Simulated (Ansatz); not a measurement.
# NbC4: the cost of one run

Program: Ansatz 0.2.0. Level of theory: DFT PBE, scalar-relativistic, plane waves, PAW. These are calculated values, not measurements.

### 1 The system as given

Symmetry: P6/mmm, No. 191, hexagonal system. The conventional cell has a = 3.636 Å, b = 3.636 Å, c = 7.150 Å, α = 90.00°, β = 90.00°, γ = 120.00°. Around Nb (site symmetry 6/mmm) lie 2 C at 1.53 Å. Around C (site symmetry 6mm) lie 1 C at 1.18 Å. C (site symmetry 6mm) is surrounded by 1 C at 1.45 Å and 1 Nb at 1.53 Å.

As a file:

```cif
data_structure
_symmetry_space_group_name_H-M 'P6/mmm'
_symmetry_Int_Tables_number 191
_cell_length_a 3.6361
_cell_length_b 3.6361
_cell_length_c 7.1499
_cell_angle_alpha 90.000
_cell_angle_beta 90.000
_cell_angle_gamma 120.000
_cell_volume 81.87
loop_
_atom_site_label
_atom_site_type_symbol
_atom_site_symmetry_multiplicity
_atom_site_Wyckoff_symbol
_atom_site_fract_x
_atom_site_fract_y
_atom_site_fract_z
_atom_site_occupancy
Nb1 Nb 1 b 0.00000 0.00000 0.50000 1
C1 C 2 e 0.00000 0.00000 0.08226 1
C2 C 2 e 0.00000 0.00000 0.28567 1
```

The cell is invented: random cell by space group and Wyckoff sites (P6/mmm, No. 191). Its size is a rough estimate.

### 2 Probe: one point on a coarse mesh

input.yaml reads:

```yaml
crystal:
  lattice:
    - [3.6360971, 0.0, 0.0]
    - [-1.81804855, 3.14895246, 0.0]
    - [0.0, 0.0, 7.14991825]
  atoms:
    - { symbol: Nb, position: [0.0, 0.0, 0.5] }
    - { symbol: C, position: [0.0, 0.0, 0.08226124] }
    - { symbol: C, position: [0.0, 0.0, 0.91773876] }
    - { symbol: C, position: [0.0, 0.0, 0.28567051] }
    - { symbol: C, position: [0.0, 0.0, 0.71432949] }
basis:
  ecutwfc: 420
kpoints:
  mp_grid: { grid: [6, 6, 4] }
hamiltonian:
  xc: pbe
scf:
  occupations: { method: gaussian, width: 0.1 }
  lower_state_search: "off"
output:
  forces: true
  stress: true
  eigenvalues: true
```

Run with:

```
$ ansatz run input.yaml --threads 1 --pin off --max-ram 2560MiB --backend cpu --events-out ev --progress --plain --runs-dir out
```

Q: Estimate wall time and peak memory on 1 thread of Arm Neoverse N1, shared host.

About 3.8 s, with a peak of 0.33 GiB.
